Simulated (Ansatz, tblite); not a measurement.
# The cluster Li10+: a ladder of methods and basis sets

An exercise on one series of results from a longer session: the logs are not shown, and one member is left open.

Computed with Ansatz 0.2.0, Gaussian basis. Level: as each input shows.

Levels to be run: GFN2-xTB, PBE/def2-TZVP, r2SCAN/def2-TZVP, B97M-V/def2-TZVP, B2PLYP/def2-TZVP, PBE-QIDH/def2-TZVP, BHLYP/def2-TZVP, ωB97X-V/def2-TZVP, LDA/def2-TZVP, LC-ωPBE/def2-TZVP, PBE/def2-SVP, PBE0/def2-SVP, HF/STO-3G, HF/6-31G, B3LYP/6-31G, CCSD(T)/def2-TZVP, RPA/def2-TZVP.

## The structure

The doublet was relaxed beforehand with PBE0/def2-TZVP. At that level it is the lowest of the isomers that a small search found.

10 atoms, charge 1, spin multiplicity 2.

Bond lengths: Li1–Li8 2.725 Å, Li2–Li8 2.780 Å, Li3–Li8 2.750 Å, Li4–Li8 2.724 Å, Li5–Li8 2.780 Å, Li6–Li8 2.765 Å, Li7–Li8 2.750 Å, Li8–Li9 2.728 Å, Li8–Li10 2.724 Å. Angles: Li1–Li8–Li2 68.2°, Li1–Li8–Li3 69.0°, Li1–Li8–Li4 144.5°, Li1–Li8–Li5 135.9°, Li1–Li8–Li6 72.2°, Li1–Li8–Li7 136.7°, Li1–Li8–Li9 86.3°, Li1–Li8–Li10 83.1°, Li2–Li8–Li3 69.8°, Li2–Li8–Li4 136.0°, Li2–Li8–Li5 110.6°, Li2–Li8–Li6 124.6°, Li2–Li8–Li7 69.8°, Li2–Li8–Li9 68.2°, Li2–Li8–Li10 136.0°, Li3–Li8–Li4 136.7°, Li3–Li8–Li5 69.8°, Li3–Li8–Li6 127.4° and more.

The ion is computed in the gas phase, without counter-ions or solvent.

PBE0/def2-TZVP was run before; its log isn't repeated, and its numbers join the tables.

Set-up of the first run:

Tight binding, by tblite at 300 K electronic temperature and without a spin-polarisation term:

```python
tblite.interface.Calculator('GFN2-xTB', numbers, positions, charge=1, uhf=1).singlepoint()
```

start.molden holds the orbitals of an earlier run on this state, given as this run's starting guess.

Contents of in.yaml:

```yaml
crystal:
  periodic: [false, false, false]
  atoms:
    - {symbol: Li, position_ang: [-1.089349, 1.673942, -1.872309]}
    - {symbol: Li, position_ang: [1.075173, 2.532911, 0.152602]}
    - {symbol: Li, position_ang: [-1.809403, 1.687969, 1.143386]}
    - {symbol: Li, position_ang: [0.885860, -2.561299, 0.383545]}
    - {symbol: Li, position_ang: [-0.723160, -0.964940, 2.479350]}
    - {symbol: Li, position_ang: [-0.317377, -1.423613, -2.397079]}
    - {symbol: Li, position_ang: [2.179314, -0.033081, 1.634856]}
    - {symbol: Li, position_ang: [-0.005437, -0.021453, -0.034843]}
    - {symbol: Li, position_ang: [2.312939, 0.206171, -1.455392]}
    - {symbol: Li, position_ang: [-2.508562, -1.096608, -0.034137]}
basis:
  gaussian: {orbitals: def2-TZVP, initial_orbitals: start.molden}
total_charge: 1
magnetization: {spin_polarized: true, initial_magnetization: 1}
hamiltonian: {xc: pbe}
scf: {omitted_lower_state_checks: [starts]}
output: {orbitals: {seedname: orbitals}}
```

Run with:

```
> ansatz run in.yaml --threads 4 --pin off --events-out ev --progress --plain --max-ram 3916MiB
```

Among the steps run: PBE/def2-TZVP; r2SCAN/def2-TZVP; B97M-V/def2-TZVP; B2PLYP/def2-TZVP; PBE-QIDH/def2-TZVP; BHLYP/def2-TZVP; ωB97X-V/def2-TZVP; LDA/def2-TZVP; LC-ωPBE/def2-TZVP; PBE/def2-SVP; PBE0/def2-SVP; HF/STO-3G; HF/6-31G; B3LYP/6-31G; CCSD(T)/def2-TZVP; RPA/def2-TZVP.

One table of the session follows, with a row left open; its other results are not shown here.

It belongs to the step «Levels side by side». 

| level | HOMO (eV) | LUMO (eV) | gap (eV) |
| --- | --- | --- | --- |
| HF/STO-3G | -6.71 | -1.58 | 5.13 |
| HF/6-31G | -7.21 | -2.55 | 4.66 |
| LDA/def2-TZVP | -5.42 | -5.18 | 0.24 |
| PBE/def2-SVP | -5.41 | -5.05 | 0.35 |
| PBE/def2-TZVP | ? | ? | ? |
| r2SCAN/def2-TZVP | -5.54 | -4.96 | 0.58 |
| B97M-V/def2-TZVP | -5.20 | -5.11 | 0.09 |
| B3LYP/6-31G | -5.65 | -4.63 | 1.02 |
| PBE0/def2-SVP | -5.85 | -4.54 | 1.31 |
| PBE0/def2-TZVP | -5.91 | -4.66 | 1.25 |
| BHLYP/def2-TZVP | -6.09 | -4.00 | 2.10 |
| LC-ωPBE/def2-TZVP | -7.39 | -3.30 | 4.10 |
| ωB97X-V/def2-TZVP | -6.97 | -3.27 | 3.70 |

Estimate the missing values for PBE/def2-TZVP.

**Answer.** HOMO (eV): -5.48; LUMO (eV): -5.14; gap (eV): 0.34. In the column «HOMO (eV)» it lies between r2SCAN/def2-TZVP (-5.54) and LDA/def2-TZVP (-5.42).

Caveats from the session: Doubts: large T1 diagnostic, spin contamination. Notes on CCSD(T)/def2-TZVP: large T1 diagnostic, spin contamination.
